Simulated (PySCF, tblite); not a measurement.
# C₄H₁₁FGeOSi: geometry, infrared bands and NMR shifts

What infrared bands and NMR shifts should C₄H₁₁FGeOSi (`F[C]1([GeH2][O][SiH3])CCC1`) show?

Computed with tblite 0.8.0 and PySCF 2.14.0, with density-fitted response routines of our own, on a single molecule in the gas phase. Atoms are numbered from 0 throughout.

### Step 1. The molecule as given

19 atoms, charge 0, multiplicity 1; geometry from: force field or distance geometry start.

Bonds of the start (Å): F0–C1 1.38, C1–Ge2 1.92, Ge2–O3 1.76, O3–Si4 1.69, C1–C5 1.53, C5–C6 1.52, C6–C7 1.52, C7–C1 1.51, Ge2–H8 1.55, Ge2–H9 1.56, Si4–H10 1.45, Si4–H11 1.48, Si4–H12 1.48, C5–H13 1.12, C5–H14 1.09, C6–H15 1.10, C6–H16 1.11, C7–H17 1.10, C7–H18 1.10.

### Step 2. Optimising the geometry with GFN2-xTB

Job settings and geometry (Å):

```
{"job": {"kind": "relax", "xc": "GFN2-xTB", "basis": "xTB"}, "charge": 0, "multiplicity": 1}
F     -0.022900     1.371400    -0.757700
C     -0.419000     0.132400    -0.286400
Ge     0.779700    -1.339700    -0.589100
O      2.472100    -0.908700    -0.833900
Si     3.040000     0.332200     0.169400
C     -1.075300     0.197600     1.097700
C     -2.247700     0.807700     0.341200
C     -1.826300    -0.125400    -0.782100
H      0.708900    -2.427800     0.510100
H      0.333300    -2.030000    -1.919000
H      3.734900    -0.111000     1.360300
H      1.901800     1.191600     0.560200
H      3.979400     1.174700    -0.602000
H     -0.588500     0.934200     1.791000
H     -1.343600    -0.757900     1.545800
H     -3.237900     0.626100     0.790500
H     -2.081700     1.845000    -0.004000
H     -2.056300     0.286200    -1.776900
H     -2.060700    -1.189500    -0.622600
```

Command:

```bash
> OMP_NUM_THREADS=1 python probes_run.py task.json out
```

The driver reads the jobs from task.json and runs them one after another.

**Question.** This job is followed by: GFN2-xTB harmonic vibrations, gas phase; GIAO PBE0/pcSseg-1 NMR shielding, non-relativistic, gas phase. Predict these results of the whole session: strongest single infrared mode (GFN2-xTB); zero-point energy (GFN2-xTB); 13C shifts against TMS (PBE0/pcSseg-1, means over atoms taken as alike); 1H shifts against TMS (PBE0/pcSseg-1, means over atoms taken as alike); 19F shifts against CFCl3 (PBE0/pcSseg-1); 73Ge shifts against GeMe4 (PBE0/pcSseg-1); 17O shifts against H2O (PBE0/pcSseg-1); 29Si shifts against TMS (PBE0/pcSseg-1); surface potential, 1st and 99th percentile.

As calculated:

| quantity | value |
| --- | --- |
| strongest single infrared mode (GFN2-xTB) | 1953 cm⁻¹, 514 km/mol |
| zero-point energy (GFN2-xTB) | 83.1 kcal/mol |
| 13C shifts against TMS (PBE0/pcSseg-1, means over atoms taken as alike) | 98.2, 34.5, 12.0 ppm |
| 1H shifts against TMS (PBE0/pcSseg-1, means over atoms taken as alike) | 5.18, 5.16, 2.63, 2.50, 1.98, 1.64 ppm |
| 19F shifts against CFCl3 (PBE0/pcSseg-1) | -169.0 ppm |
| 73Ge shifts against GeMe4 (PBE0/pcSseg-1) | -39 ppm |
| 17O shifts against H2O (PBE0/pcSseg-1) | -12.7 ppm |
| 29Si shifts against TMS (PBE0/pcSseg-1) | -35.4 ppm |
| surface potential, 1st and 99th percentile | -0.98 V and 1.40 V |

Over 133 steps the energy fell by 1.200 eV; of the close pairs, C1–Ge2 changed most, 1.922 to 2.000 Å. All 51 modes are real, so the xTB geometry is a minimum. The strongest single mode, at 1953 cm⁻¹, moves mainly H8 and H9. Unscaled tight-binding wavenumbers are off by several per cent, some by more. Its intensities can rank the bands wrongly. At PBE0/pcSseg-1: The widest tensor belongs to Ge2: span 250 ppm, with a paramagnetic part of -1386 ppm. Spin-orbit coupling is left out, which matters for shieldings and couplings at and beside the heavy atoms.
